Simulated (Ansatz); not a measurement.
**C5H12CdO: small, medium and large basis sets**

An exercise on one series of results from a longer session: the logs are not shown, and one member is left open.

The runs use Ansatz 0.2.0, Gaussian basis; one geometry, several basis sets.

Levels to be run: PBE0-D4/def2-SVP; ωB97M-V/def2-SVP; PBE0-D4/def2-QZVPP; ωB97M-V/def2-QZVPP; the functionals' def2-TZVPP values are taken from earlier runs.

1 further run of the same task is left out (for a known fault of the program).

### Structure used throughout

An earlier PBE0-D4 in a triple-zeta def2 set relaxation fixed the geometry. Cd takes the def2 core potential; no spin-orbit term is included.

SMILES `[CH3][Cd][O]C(C)(C)C`, 19 atoms, charge 0, spin multiplicity 1.

Atoms are counted from 1 here; the program's logs count them from 0.

Bond lengths: C1–Cd2 2.088 Å, C1–H8 1.090 Å, C1–H9 1.091 Å, C1–H10 1.090 Å, Cd2–O3 1.982 Å, O3–C4 1.403 Å, C4–C5 1.526 Å, C4–C6 1.527 Å, C4–C7 1.527 Å, C5–H11 1.093 Å, C5–H12 1.092 Å, C5–H13 1.092 Å, C6–H14 1.092 Å, C6–H15 1.094 Å, C6–H16 1.097 Å, C7–H17 1.092 Å, C7–H18 1.094 Å, C7–H19 1.097 Å. Angles: Cd2–C1–H8 109.8°, Cd2–C1–H9 110.0°, Cd2–C1–H10 110.0°, H8–C1–H9 108.9°, H8–C1–H10 109.0°, H9–C1–H10 109.0°, C1–Cd2–O3 175.2°, Cd2–O3–C4 123.3°, O3–C4–C5 106.6°, O3–C4–C6 110.6°, O3–C4–C7 110.6°, C5–C4–C6 109.7°, C5–C4–C7 109.7°, C6–C4–C7 109.8°, C4–C5–H11 111.6°, C4–C5–H12 109.8°, C4–C5–H13 109.8°, H11–C5–H12 108.7° and more.

Geometry (Å):

```
C    -2.4177    3.1685   -0.0875
Cd   -0.8033    1.8452   -0.0440
O     0.8292    0.7220   -0.0005
C     0.7979   -0.6802    0.0226
C     2.2504   -1.1477    0.0566
C     0.1127   -1.2219   -1.2300
C     0.0678   -1.1799    1.2673
H    -3.3111    2.6754    0.2970
H    -2.2014    4.0407    0.5303
H    -2.6054    3.4954   -1.1106
H     2.3223   -2.2383    0.0768
H     2.7783   -0.7777   -0.8246
H     2.7468   -0.7471    0.9428
H     0.6089   -0.8347   -2.1227
H     0.1299   -2.3146   -1.2682
H    -0.9375   -0.9068   -1.2574
H     0.5312   -0.7616    2.1636
H     0.0840   -2.2707    1.3433
H    -0.9829   -0.8659    1.2453
```

The first run:

in.yaml

```yaml
crystal:
  periodic: [false, false, false]
  atoms:
    - {symbol: C, position_ang: [-2.417740, 3.168483, -0.087515]}
    - {symbol: Cd, position_ang: [-0.803349, 1.845158, -0.043952]}
    - {symbol: O, position_ang: [0.829185, 0.721951, -0.000535]}
    - {symbol: C, position_ang: [0.797944, -0.680179, 0.022553]}
    - {symbol: C, position_ang: [2.250398, -1.147651, 0.056626]}
    - {symbol: C, position_ang: [0.112705, -1.221901, -1.230035]}
    - {symbol: C, position_ang: [0.067830, -1.179939, 1.267290]}
    - {symbol: H, position_ang: [-3.311070, 2.675417, 0.297050]}
    - {symbol: H, position_ang: [-2.201358, 4.040657, 0.530291]}
    - {symbol: H, position_ang: [-2.605427, 3.495376, -1.110599]}
    - {symbol: H, position_ang: [2.322294, -2.238299, 0.076770]}
    - {symbol: H, position_ang: [2.778288, -0.777730, -0.824608]}
    - {symbol: H, position_ang: [2.746820, -0.747131, 0.942791]}
    - {symbol: H, position_ang: [0.608932, -0.834672, -2.122676]}
    - {symbol: H, position_ang: [0.129885, -2.314609, -1.268205]}
    - {symbol: H, position_ang: [-0.937543, -0.906764, -1.257352]}
    - {symbol: H, position_ang: [0.531174, -0.761599, 2.163587]}
    - {symbol: H, position_ang: [0.083974, -2.270683, 1.343278]}
    - {symbol: H, position_ang: [-0.982934, -0.865915, 1.245261]}
basis:
  gaussian: {orbitals: def2-SVP}
hamiltonian: {xc: pbe0, dispersion: d4}
output: {orbitals: {seedname: orbitals}}
```

On the command line:

```
> ansatz run in.yaml --threads 2 --pin off --events-out ev --progress --plain --max-ram 32768MiB --backend cpu
```

Among the steps run: PBE0-D4 in def2-SVP; ωB97M-V in def2-SVP; PBE0-D4 in def2-QZVPP; ωB97M-V in def2-QZVPP.

One of the session's tables, all rows but one given; the rest of the session is left out.

It belongs to the step «Functionals by basis». 

| functional | basis | HOMO (eV) |
| --- | --- | --- |
| PBE0-D4 | def2-SVP | -6.69 |
| PBE0-D4 | def2-TZVPP | ? |
| PBE0-D4 | def2-QZVPP | -6.85 |
| ωB97M-V | def2-SVP | -9.07 |
| ωB97M-V | def2-TZVPP | -9.22 |
| ωB97M-V | def2-QZVPP | -9.26 |

**Question.** Estimate the row for PBE0-D4, def2-TZVPP.

The run gave: HOMO (eV): -6.81. In the column «HOMO (eV)» it lies between PBE0-D4, def2-QZVPP (-6.85) and PBE0-D4, def2-SVP (-6.69).
